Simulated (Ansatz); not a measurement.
# Ag3GeI (element-swapped structure): how the settings move a single-point run

How sensitive is a single-point run of Ag3GeI (element-swapped structure) to its settings? A reference run comes first, then three runs with altered input.

Program: Ansatz 0.2.0. Level of theory: reference: DFT PBE, plane waves, PAW, scalar-relativistic, no spin polarisation. These are calculated values, not measurements.

### Step 1. The starting structure

It takes space group R3 (No. 146, trigonal). Conventional cell: a = 6.763 Å, b = 6.763 Å, c = 8.283 Å, α = 90.00°, β = 90.00°, γ = 120.00°. Ag (site symmetry 1) has 2 Ge at 2.48 to 2.50 Å and 4 Ag at 2.96 to 3.06 Å and 2 I at 2.97 to 3.10 Å as nearest neighbours. Around Ge (site symmetry 3) lie 6 Ag at 2.48 to 2.50 Å. Around I (site symmetry 3) lie 6 Ag at 2.97 to 3.10 Å.

Coordinates:

```
CELL_PARAMETERS angstrom
4.78213 0.00000 0.00000
0.00000 4.78213 0.00000
0.00000 0.00000 4.78213
ATOMIC_POSITIONS crystal
Ag 0.53000 0.88950 0.01750
Ag 0.01750 0.53000 0.88950
Ag 0.88950 0.01750 0.53000
Ge 0.03190 0.03190 0.03190
I 0.50000 0.50000 0.50000
```

### Step 2. Baseline

The input, input.yaml:

```yaml
crystal:
  lattice:
    - [4.782126, 0.0, 0.0]
    - [0.0, 4.782126, 0.0]
    - [0.0, 0.0, 4.782126]
  atoms:
    - { symbol: Ag, position: [0.53, 0.8895, 0.0175] }
    - { symbol: Ag, position: [0.0175, 0.53, 0.8895] }
    - { symbol: Ag, position: [0.8895, 0.0175, 0.53] }
    - { symbol: Ge, position: [0.0319, 0.0319, 0.0319] }
    - { symbol: I, position: [0.5, 0.5, 0.5] }
  symmetry: { tolerance: 0.0003 }
kpoints:
  mp_grid: { grid: [4, 4, 4], shift: [0, 0, 0] }
magnetization:
  spin_polarized: false
scf:
  occupations: { method: gaussian, width: 0.0553 }
hamiltonian:
  pseudopotentials: { kind: paw }
  xc: pbe
basis:
  ecutwfc: 420
output:
  forces: true
  stress: true
  eigenvalues: true
```

Command:

```
$ ansatz run input.yaml --threads 1 --pin off --max-ram 2560MiB --backend cpu --events-out ev --progress --plain --runs-dir out
```

### Step 3. Variant: lower_state_search light, xc revpbe

input.yaml: that of step 2 with these lines changed.

```diff
@@ -18,5 +18,6 @@
   occupations: { method: gaussian, width: 0.0553 }
+  lower_state_search: light
 hamiltonian:
   pseudopotentials: { kind: paw }
-  xc: pbe
+  xc: revpbe
 basis:
```

### Step 4. Variant: n_extra_bands 8

input.yaml: that of step 2 with these lines changed.

```diff
@@ -18,2 +18,3 @@
   occupations: { method: gaussian, width: 0.0553 }
+  n_extra_bands: 8
 hamiltonian:
@@ -27 +28,5 @@
   eigenvalues: true
+  write_density: true
+  write_potential: true
+  elf: true
+  volumetric_format: npy
```

### Step 5. Again, with xc lda

input.yaml: that of step 2 with these lines changed.

```diff
@@ -20,3 +20,3 @@
   pseudopotentials: { kind: paw }
-  xc: pbe
+  xc: lda
 basis:
@@ -27 +27,5 @@
   eigenvalues: true
+  write_density: true
+  write_potential: true
+  elf: true
+  volumetric_format: npy
```

Before running it: what results should come out? Wanted: for each run, ending; energy change; pressure; gap; force.

**Answer**, as computed:

```csv
run,ending,energy change,pressure (GPa),gap (eV),force (eV/Å),cycles,time
reference,converged,0,9.2,0.00,1.14,9,7.3 s
"1: lower_state_search light, xc revpbe",converged,not comparable,11.2,0.00,1.18,10,8.2 s
2: n_extra_bands 8,converged,0.0 meV/atom,9.2,0.00,1.14,9,9.8 s
3: xc lda,converged,not comparable,1.7,0.00,0.90,11,11 s
```

Times don't compare one to one where runs were asked for different outputs or read a saved state (see the inputs); cycles may leave out searches for a lower state.

Residual by cycle in the longest SCF loop of each run; runs are numbered as in the table. The quantity is the density residual dr2, in eV.

```csv
cycle,reference,run 1,run 2,run 3
1,0.00615,0.0101,0.00615,0.0936
2,0.00227,0.00509,0.00228,0.0661
3,8.0e-4,8.5e-4,8.1e-4,0.00384
4,4.0e-4,2.8e-4,4.0e-4,0.00151
5,9.2e-5,1.0e-4,9.1e-5,4.6e-4
6,1.1e-5,1.6e-5,1.1e-5,5.8e-5
7,6.8e-7,2.4e-6,6.7e-7,1.2e-5
8,1.7e-7,5.3e-7,1.7e-7,3.4e-6
9,3.7e-8,2.0e-7,3.7e-8,1.0e-6
10,-,5.3e-8,-,1.7e-7
11,-,-,-,7.3e-9
```

What this shows: «n_extra_bands 8» leaves the energy as it was. The pressure spans 1.7 to 11.2 GPa over the reference and the converged variants.

The reference is no final answer either: its mesh is coarse for a cell with so small a gap or none; the structure is made up and not relaxed.
